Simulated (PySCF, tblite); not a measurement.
**CH6Cl2GeSi, a small molecule taken as a stand-in for a surface group: NMR shifts, core binding energies and electronic excitations, part 1 of 2**

Wanted: the NMR shifts, core binding energies and electronic excitations for `[CH3][Ge]([SiH3])([Cl])[Cl]`.

Programs: tblite 0.8.0 and PySCF 2.14.0. All values are calculated, for the isolated system unless a continuum is named. Atoms count from 0, parts from 1.

### Step 1. The system as given

11 atoms, charge 0, multiplicity 1; geometry: distance geometry start.

### Step 2. Relaxing the cluster with GFN2-xTB

The job: settings as JSON, then the geometry in Å.

```
{"job": {"kind": "relax", "xc": "GFN2-xTB", "basis": "xTB"}, "charge": 0, "multiplicity": 1}
Ge    -0.187442     0.845408     0.197083
Si     1.755693    -0.380507    -0.101480
Cl    -0.229713     2.351335    -1.355170
Cl    -0.234123     1.796275     2.110573
C     -1.650403    -0.444378    -0.010992
H      1.540495    -1.109802    -1.361465
H      1.961347    -1.364406     0.964353
H      2.846252     0.529315    -0.249602
H     -2.011609    -0.441868    -1.074417
H     -2.488708    -0.261252     0.704345
H     -1.302772    -1.505360     0.160978
```

Method: GFN2-xTB geometry optimisation, gas phase.

Command:

```console
OMP_NUM_THREADS=1 python cluster_run.py task.json out
```

This one command runs all jobs of the session in turn.

Standard output:

```text
step      E/eV     max force
  0    -491.41406    1.750
  1    -491.49685    0.551
  2    -491.52746    0.440
  3    -491.54314    0.445
  4    -491.59086    0.527
  5    -491.60969    0.351
  6    -491.61910    0.214
  7    -491.62754    0.257
  8    -491.63899    0.337
  9    -491.65031    0.327
 10    -491.66030    0.281
 11    -491.66718    0.216
 12    -491.67162    0.259
 13    -491.67535    0.219
 14    -491.67855    0.209
 15    -491.68112    0.193
 16    -491.68300    0.119
 17    -491.68422    0.115
 18    -491.68522    0.115
 19    -491.68651    0.181
 20    -491.68843    0.219
 21    -491.69074    0.194
 22    -491.69265    0.112
 23    -491.69400    0.106
 24    -491.69533    0.154
 25    -491.69673    0.141
 26    -491.69805    0.110
 27    -491.69918    0.083
 28    -491.70017    0.092
 29    -491.70127    0.117
 30    -491.70280    0.122
 31    -491.70467    0.125
 32    -491.70636    0.101
 33    -491.70760    0.121
 34    -491.70854    0.107
 35    -491.70924    0.078
 36    -491.70982    0.075
 37    -491.71034    0.069
 38    -491.71081    0.072
 39    -491.71129    0.065
 40    -491.71179    0.081
 41    -491.71226    0.083
 42    -491.71262    0.059
 43    -491.71283    0.031
 44    -491.71294    0.027
 45    -491.71303    0.036
 46    -491.71313    0.043
 47    -491.71327    0.046
 48    -491.71346    0.041
 49    -491.71365    0.035
 50    -491.71379    0.028
 51    -491.71388    0.027
 52    -491.71399    0.027
 53    -491.71417    0.044
 54    -491.71449    0.061
 55    -491.71489    0.056
 56    -491.71519    0.035
 57    -491.71535    0.028
 58    -491.71544    0.025
 59    -491.71556    0.035
 60    -491.71573    0.038
 61    -491.71590    0.032
 62    -491.71605    0.052
 63    -491.71619    0.039
 64    -491.71637    0.039
 65    -491.71656    0.042
 66    -491.71674    0.031
 67    -491.71686    0.026
 68    -491.71696    0.026
 69    -491.71710    0.028
 70    -491.71730    0.034
 71    -491.71761    0.038
 72    -491.71803    0.047
 73    -491.71821    0.055
 74    -491.71843    0.097
 75    -491.71883    0.049
 76    -491.71916    0.038
 77    -491.71974    0.059
 78    -491.72046    0.088
 79    -491.72115    0.086
 80    -491.72163    0.052
 81    -491.72203    0.062
 82    -491.72259    0.061
 83    -491.72340    0.089
 84    -491.72395    0.058
 85    -491.72438    0.069
 86    -491.72475    0.054
 87    -491.72491    0.041
 88    -491.72517    0.038
 89    -491.72528    0.035
 90    -491.72536    0.034
 91    -491.72541    0.013
 92    -491.72544    0.011
 93    -491.72547    0.013
 94    -491.72549    0.007
```

Wall time 1.8 s (1 thread of Arm Neoverse V1, shared host).

The steps of the relaxation:

```csv
step,energy from step 0 (eV),largest force (eV/Å)
0,0.0000,1.7497
3,-0.1291,0.4454
6,-0.2050,0.2138
9,-0.2362,0.3270
12,-0.2576,0.2590
15,-0.2671,0.1929
18,-0.2712,0.1150
21,-0.2767,0.1936
24,-0.2813,0.1546
27,-0.2851,0.0830
30,-0.2887,0.1219
33,-0.2935,0.1209
36,-0.2958,0.0751
39,-0.2972,0.0645
42,-0.2986,0.0598
45,-0.2990,0.0359
48,-0.2994,0.0406
51,-0.2998,0.0266
54,-0.3004,0.0607
57,-0.3013,0.0285
60,-0.3017,0.0384
63,-0.3021,0.0383
66,-0.3027,0.0304
69,-0.3030,0.0279
72,-0.3040,0.0473
75,-0.3048,0.0489
78,-0.3064,0.0887
81,-0.3080,0.0620
84,-0.3099,0.0581
87,-0.3109,0.0405
90,-0.3113,0.0334
93,-0.3114,0.0122
94,-0.3114,0.0068
```

Distances of close pairs at the start and the end, largest changes first:

```csv
bond,before (Å),after (Å),change (Å)
Ge0–Si1,2.317,2.401,+0.084
Ge0–C4,1.961,2.010,+0.048
C4–H10,1.130,1.086,-0.044
C4–H8,1.123,1.086,-0.037
Si1–H7,1.428,1.461,+0.033
C4–H9,1.117,1.087,-0.030
Ge0–Cl3,2.137,2.156,+0.019
Si1–H5,1.472,1.462,-0.009
```

### Step 3. Geometry optimisation at PBE0-D3(BJ)/def2-SVP

The job: settings as JSON, then the geometry in Å.

```
{"job": {"xc": "PBE0", "basis": "def2-SVP", "d3": "d3bj", "grid": 2, "kind": "geom", "shake": 0.01}, "charge": 0, "multiplicity": 1}
Ge    -0.123414     0.629145     0.188101
Si     1.973510    -0.400660    -0.211465
Cl    -0.466289     2.350647    -1.117600
Cl    -0.231577     1.496165     2.162826
C     -1.836575    -0.422148    -0.022692
H      1.883019    -1.118856    -1.476882
H      2.243719    -1.335910     0.882521
H      3.057121     0.608960    -0.284916
H     -1.925599    -0.787159    -1.007219
H     -2.697023     0.210063     0.213061
H     -1.844206    -1.258747     0.684564
```

Standard output:

```text
step   0  E = -3327.31076329  max force = 0.033397
step   1  E = -3327.31649817  max force = 0.008326
step   2  E = -3327.31687688  max force = 0.003262
step   3  E = -3327.31702264  max force = 0.001115
step   4  E = -3327.31710089  max force = 0.001407
step   5  E = -3327.31714823  max force = 0.001156
step   6  E = -3327.31716289  max force = 0.000464
step   7  E = -3327.31717312  max force = 0.000330
optimisation converged
```

It took 82 s on 1 thread of Arm Neoverse V1, shared host; peak memory 0.67 GiB.

Relaxation path:

```csv
step,energy from step 0 (eV),largest force component (eV/Å)
0,0.0000,1.7173
1,-0.1561,0.4281
2,-0.1664,0.1677
3,-0.1703,0.0573
4,-0.1725,0.0724
5,-0.1737,0.0594
6,-0.1741,0.0239
7,-0.1744,0.0170
```

Close pairs (by a distance rule), those that changed most:

```csv
bond,before (Å),after (Å),change (Å)
Ge0–C4,2.021,1.936,-0.085
C4–H8,1.054,1.099,+0.046
Si1–H5,1.458,1.493,+0.035
Si1–H6,1.464,1.493,+0.028
Ge0–Cl2,2.188,2.172,-0.016
Ge0–Cl3,2.159,2.173,+0.014
Ge0–Si1,2.370,2.380,+0.010
Si1–H7,1.483,1.490,+0.007
```

The end geometry stands in the next job.

```csv
at the end point,value
point group (found at 0.08 Å tolerance),C1
"rotational constants (GHz, main isotopes)","1.513, 1.448, 1.120"
dipole moment (D),2.84
```

### Step 4. Shielding tensors: PBE0/pcSseg-2

The job: settings as JSON, then the geometry in Å.

```
{"job": {"kind": "nmr", "xc": "PBE0", "basis": "pcSseg-2"}, "charge": 0, "multiplicity": 1}
Ge    -0.235546     0.601768     0.158628
Si     1.947277    -0.274180    -0.204311
Cl    -0.487323     2.222673    -1.265184
Cl    -0.236737     1.489056     2.142304
C     -1.803270    -0.526515     0.023311
H      1.993018    -0.938974    -1.540582
H      2.268936    -1.265230     0.864530
H      2.901598     0.869358    -0.160462
H     -1.873487    -0.941856    -0.992175
H     -2.695987     0.080293     0.230095
H     -1.743121    -1.345586     0.753903
```

Level: GIAO PBE0/pcSseg-2 NMR shielding, non-relativistic, gas phase.

Standard output:

```text
coarse grid: 46472 points
cycle   1  E = -3327.9918616556  dE = -5.734e-01  |g| = 1.136e+00  |ddm| = 2.375e+00
cycle   2  E = -3327.8935645469  dE =  9.830e-02  |g| = 1.439e+00  |ddm| = 1.058e+00
cycle   3  E = -3328.0937816724  dE = -2.002e-01  |g| = 1.228e-01  |ddm| = 6.858e-01
cycle   4  E = -3328.0956404125  dE = -1.859e-03  |g| = 4.966e-02  |ddm| = 1.178e-01
cycle   5  E = -3328.0962871240  dE = -6.467e-04  |g| = 6.897e-03  |ddm| = 4.406e-02
cycle   6  E = -3328.0962982155  dE = -1.109e-05  |g| = 3.213e-03  |ddm| = 7.704e-03
cycle   7  E = -3328.0963005975  dE = -2.382e-06  |g| = 3.424e-04  |ddm| = 2.589e-03
final grid: 91896 points
cycle   8  E = -3328.0963539258  dE = -9.980e-08  |g| = 4.389e-04  |ddm| = 2.210e-03
cycle   9  E = -3328.0963539029  dE =  2.293e-08  |g| = 6.063e-04  |ddm| = 7.116e-04
cycle  10  E = -3328.0963539637  dE = -6.085e-08  |g| = 6.513e-05  |ddm| = 3.729e-04
cycle  11  E = -3328.0963539642  dE = -5.143e-10  |g| = 6.624e-06  |ddm| = 3.757e-05
converged SCF energy = -3328.0963539642

GIAO shielding tensors (ppm)
atom      isotropic    diamagn.    paramagn.     s11        s22        s33       span
  0 Ge    1192.633    2757.782   -1565.149   1156.140   1197.695   1224.065     67.925
  1 Si     432.913     879.084    -446.171    422.471    427.608    448.659     26.188
  2 Cl     861.371    1149.124    -287.754    710.721    887.961    985.429    274.708
  3 Cl     862.227    1149.081    -286.854    708.047    891.125    987.509    279.462
  4 C      170.977     241.413     -70.436    156.615    166.412    189.903     33.287
  5 H       27.412      28.530      -1.119     23.847     25.367     33.020      9.173
  6 H       27.413      28.466      -1.053     23.813     25.394     33.032      9.220
  7 H       27.330      28.099      -0.769     23.909     25.766     32.316      8.407
  8 H       30.355      29.055       1.301     25.572     27.565     37.928     12.356
  9 H       29.980      27.731       2.248     25.614     27.788     36.537     10.924
 10 H       30.339      29.035       1.304     25.580     27.493     37.942     12.362
```

Run time: 64 s. Hardware: 1 thread of Arm Neoverse V1, shared host; peak memory 1.3 GiB.

The references, computed at this level on geometries of the same kind, shield at (ppm): ¹H TMS 31.25, ¹³C TMS 184.1, ²⁹Si TMS 341.3, ⁷³Ge GeMe4 1337, ³⁵Cl HCl 941. Their shielding less the atom's gives the shift. The references are single molecules in the gas phase.

```csv
atoms,environment,σ (ppm),δ (ppm)
C4,"carbon bonded to Ge, 3 H",171.0,13.1
H7,hydrogen on a silicon bonded to Ge,27.33,3.91
H5,hydrogen on a silicon bonded to Ge,27.41,3.83
H6,hydrogen on a silicon bonded to Ge,27.41,3.83
H9,hydrogen on a carbon bonded to Ge,29.98,1.27
H10,hydrogen on a carbon bonded to Ge,30.34,0.91
H8,hydrogen on a carbon bonded to Ge,30.36,0.89
Ge0,"germanium bonded to C, 2 Cl, Si",1193,145
Si1,"silicon bonded to Ge, 3 H",432.9,-91.6
Cl2,chlorine bonded to Ge,861,79
Cl3,chlorine bonded to Ge,862,79
```

The run also stored atomic charges by several schemes (e):

```csv
atoms,Mulliken,IAO,Hirshfeld,ESP fit
Ge0,0.22,0.77,0.33,0.35
Si1,0.49,0.32,0.23,0.11
Cl2,-0.25,-0.33,-0.17,-0.20
Cl3,-0.25,-0.33,-0.17,-0.20
C4,-0.10,-0.69,-0.21,-0.58
```

Mayer bond orders: Ge0–Si1 0.88, Ge0–Cl2 1.02, Ge0–Cl3 1.02, Ge0–C4 0.93.

Orbitals, density, ELF and potential are computed afterwards from the orbital file.

Frontier orbitals at PBE0/pcSseg-2, with the share of their density that lies nearest to each atom:

```csv
orbital,energy (eV),lies on
HOMO,-8.15,"Cl2, Cl3 about 21 % each; Si1 17 %; Ge0 16 %"
LUMO,-0.80,"Ge0 29 %; Cl2, Cl3 about 16 % each; Si1 11 %"
```

ELF in a plane through or near 5 of the atoms.

Values, 10 rows by 14 columns:
```
0.00 0.00 0.00 0.00 0.00 0.00 0.00 0.00 0.00 0.00 0.00 0.00 0.00 0.00
0.00 0.00 0.00 0.00 0.00 0.00 0.00 0.00 0.00 0.00 0.00 0.00 0.00 0.00
0.00 0.00 0.00 0.02 0.00 0.00 0.02 0.03 0.02 0.01 0.00 0.00 0.00 0.00
0.00 0.01 0.89 1.00 0.63 0.07 0.18 0.17 0.16 0.02 0.02 0.01 0.00 0.00
0.00 0.10 0.98 1.00 0.90 0.65 0.27 0.42 0.19 0.43 0.96 0.93 0.01 0.00
0.00 0.01 0.26 0.55 0.79 0.33 0.87 0.25 0.85 0.46 0.96 0.88 0.02 0.00
0.00 0.00 0.02 0.22 0.34 0.27 0.25 0.07 0.39 0.67 0.41 0.08 0.00 0.00
0.00 0.00 0.00 0.04 0.14 0.09 0.01 0.00 0.05 0.14 0.07 0.00 0.00 0.00
0.00 0.00 0.00 0.00 0.00 0.00 0.00 0.00 0.00 0.00 0.00 0.00 0.00 0.00
0.00 0.00 0.00 0.00 0.00 0.00 0.00 0.00 0.00 0.00 0.00 0.00 0.00 0.00
```
The map spans 11.0 Å across and 9.1 Å up, centred on the molecule. Atoms in the plane (x, y in Å): Ge0 (0.2, 0.6), Si1 (-1.9, -0.3), C4 (1.8, -0.5), H7 (-2.9, 0.8), H9 (2.7, 0.1).

log10 of the density (e/Å³) in the same plane.

Ten even steps from '0' (-4.0) to '9' (2.1):
```
0000000000000000000000000000
0000000000001111110000000000
0000000000112222221100000000
0000000001123333322110000000
0000112212233444332210000000
0001223332334444433211000000
0012344444445555543332210000
0122456655455777554443321000
0123456665556899655555421100
0123456666666898666666432100
0012345699765566678765432100
0012345577655555667665421100
0011234555554444566654321000
0001234455443333455543210000
0000123333332222334332110000
0000012222221111222221100000
0000001111110000111110000000
0000000000000000000000000000
0000000000000000000000000000
0000000000000000000000000000
```
The map spans 11.0 Å across and 9.1 Å up, centred on the molecule. Atoms in the plane (x, y in Å): Ge0 (0.2, 0.6), Si1 (-1.9, -0.3), C4 (1.8, -0.5), H7 (-2.9, 0.8), H9 (2.7, 0.1).

On the surface of density 0.002 e/bohr³ the electrostatic potential runs, from the 1st to the 99th percentile, from -0.70 V near Cl2 to 1.46 V near H10.

(Continued in part 2 of 2.)
